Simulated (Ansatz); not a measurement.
**SiGe₂+ (quartet): wave-function methods side by side, cc-pVDZ**

The task here is to estimate one member of a computed series from the others.

Computed with Ansatz 0.2.0, Gaussian basis. Level: cc-pVDZ, core rule «outside noble gas», up to 33 orbitals frozen.

The runs, in order: UHF; CCSD(T) on ROHF; CCSD(T) on UHF; BCCD(T) on ROHF; CISD; CCSDT(Q) on ROHF; CASSCF and NEVPT2, 11 electrons in 11 orbitals.

32 further runs of the same task are left out: 22 that didn't finish, 10 set aside as unsound or not needed.

## What is computed

The geometry is a PBE0/def2-TZVP stationary point (not a proven minimum) of the parent state, kept for this charge and spin. No spin-orbit coupling is included. The filled d shell of Ge may be among the frozen orbitals whatever the setting's name suggests; the logs give the count.

3 atoms, charge 1, spin multiplicity 4.

Atoms are counted from 1 here; the program's logs count them from 0.

Bond lengths: Ge1–Si2 2.290 Å, Si2–Ge3 2.290 Å. Angles: Ge1–Si2–Ge3 180.0°.

The first run:

Contents of in.yaml:

```yaml
crystal:
  periodic: [false, false, false]
  atoms:
    - {symbol: Ge, position_ang: [0.000000, 0.000000, 2.289900]}
    - {symbol: Si, position_ang: [0.000000, 0.000000, 0.000000]}
    - {symbol: Ge, position_ang: [0.000000, 0.000000, -2.289900]}
basis:
  gaussian: {orbitals: cc-pVDZ}
total_charge: 1
magnetization: {spin_polarized: true, initial_magnetization: 3}
hamiltonian: {xc: hf}
output: {orbitals: {seedname: orbitals}}
```

The run is started by

```console
> ansatz run in.yaml --threads 1 --pin off --events-out ev --progress --plain --max-ram 2393MiB
```

Steps of the session up to this table: UHF; CCSD(T) on ROHF; CCSD(T) on UHF; BCCD(T) on ROHF; CISD; CCSDT(Q) on ROHF; CASSCF and NEVPT2, 11 electrons in 11 orbitals.

One table of the session follows, with a row left open; its other results are not shown here.

| method | from RCCSDT(Q) (kcal/mol) |
| --- | --- |
| ROHF | +142.97 |
| UHF | ? |
| RMP2 | +34.31 |
| UMP2 | +35.26 |
| CISD | +21.77 |
| RCCSD | +8.28 |
| UCCSD | +8.06 |
| RCCSD(T) | +1.97 |
| UCCSD(T) | +1.91 |
| BCCD(T) | +1.95 |
| RCCSDT | +0.54 |
| RCCSDT(Q) | 0 |
| CASSCF frontier | +98.99 |
| NEVPT2 frontier | +24.15 |

**Question.** Estimate the row for UHF.

As computed: from RCCSDT(Q) (kcal/mol): +138.31. In the column «from RCCSDT(Q) (kcal/mol)» it lies between CASSCF frontier (+98.99) and ROHF (+142.97).

Caveats from the session: Restricted and unrestricted rows rest on different reference determinants; where their highest levels disagree by more than a few hundredths of an eV, they describe different states and don't form one ladder.
